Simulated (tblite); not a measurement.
# C5H11GaO: the cost of one run

Programs: tblite 0.8.0 and PySCF 2.14.0, with density-fitted response routines of our own. Each step states its level of theory. These are calculated values for one molecule in the gas phase, unless marked as measured. Atoms count from 0, in the outputs and in this text.

### Step 1. Starting geometry

18 atoms, charge 0, multiplicity 1; geometry from: force field or distance geometry start.

Bonds of the start (Å): C0–C1 1.32, C1–Ga2 2.14, Ga2–C3 1.93, C3–C4 1.53, Ga2–O5 1.67, O5–C6 1.38, C0–H7 1.08, C0–H8 1.10, C1–H9 1.08, C3–H10 1.13, C3–H11 1.11, C4–H12 1.11, C4–H13 1.10, C4–H14 1.13, C6–H15 1.11, C6–H16 1.11, C6–H17 1.10.

### Step 2. Geometry optimisation with GFN2-xTB

Job settings and geometry (Å):

```
{"job": {"kind": "relax", "xc": "GFN2-xTB", "basis": "xTB"}, "charge": 0, "multiplicity": 1}
C     -0.800800     2.601500    -0.449500
C     -0.129200     1.912200     0.446900
Ga     0.360600    -0.096000    -0.119300
C     -0.738800    -1.620900    -0.568500
C     -2.102700    -1.306400     0.049200
O      1.976200     0.061800    -0.532000
C      2.811700    -0.357800     0.485700
H     -1.100100     2.195100    -1.407100
H     -1.056700     3.629300    -0.166200
H      0.164600     2.312200     1.409200
H     -0.555700    -2.705400    -0.294400
H     -0.769200    -1.602100    -1.680800
H     -2.853200    -1.412200    -0.755500
H     -2.324100    -1.984600     0.883400
H     -2.059300    -0.233400     0.388200
H      3.734600    -0.758700     0.005900
H      3.044200     0.508500     1.147900
H      2.389000    -1.136600     1.145300
```

Started as:

```console
$ OMP_NUM_THREADS=1 python probes_run.py task.json out
```

This one command runs all jobs of the session in turn.

**Question.** How long does this first job take on 1 thread of Arm Neoverse V2, shared host, and how much memory does it need?

About 1.2 s, with a peak of 0.18 GiB.
